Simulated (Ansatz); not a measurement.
# AsH3Se: the cost of one run

Computed with Ansatz 0.2.0. Level: RHF/def2-TZVP.

**1. Where the work starts**

SMILES `[AsH2][SeH]`, 5 atoms, charge 0, spin multiplicity 1.

Atoms are counted from 1 here; the program's logs count them from 0.

Bond lengths: As1–Se2 2.411 Å, As1–H3 1.545 Å, As1–H4 1.544 Å, Se2–H5 1.485 Å. Angles: Se2–As1–H3 95.2°, Se2–As1–H4 94.4°, H3–As1–H4 90.6°, As1–Se2–H5 91.6°.

Coordinates:

| atom | x (Å) | y (Å) | z (Å) |
| --- | --- | --- | --- |
| As1 | -0.3468 | -0.8256 | 0.2563 |
| Se2 | 0.7107 | 1.3137 | -0.0898 |
| H3 | -0.1905 | -1.2976 | -1.2061 |
| H4 | -1.7681 | -0.3049 | -0.0471 |
| H5 | 1.5947 | 1.1144 | 1.0868 |

This geometry comes from a loose relaxation at PBE in a small basis, which is not shown.

**3. Plan of the scan**

The axes are (1) angle Se2–As1–H4: 15 values from 61.4 to 131.4 °; (2) angle H3–As1–H4: 15 values from 48.9 to 138.9 °.

Nothing else is relaxed (all other coordinates rigid). Energies count from the relaxed molecule at the same level.

(The set-up runs are not shown.)

**4. Point angle Se2–As1–H4 = 96.4°, angle H3–As1–H4 = 93.9°**

Contents of input.yaml:

```yaml
crystal:
  periodic: [false, false, false]
  atoms:
    - { symbol: As, position_ang: [-0.354659, -0.815428, 0.213711] }
    - { symbol: Se, position_ang: [0.742452, 1.278776, -0.092923] }
    - { symbol: H, position_ang: [-0.192473, -1.29833, -1.206514] }
    - { symbol: H, position_ang: [-1.756737, -0.305247, -0.010849] }
    - { symbol: H, position_ang: [1.565423, 1.137422, 1.097533] }
basis:
  gaussian: { orbitals: def2-TZVP }
hamiltonian:
  xc: hf
output:
  forces: true
```

Started as:

```bash
$ ansatz run input.yaml --threads 1 --pin off --max-ram 2560MiB --backend cpu --events-out ev --progress --plain --runs-dir out
```

What time and memory should one allow on 1 thread of Arm Neoverse V2, shared host?

About 2.7 s, with a peak of 0.19 GiB.
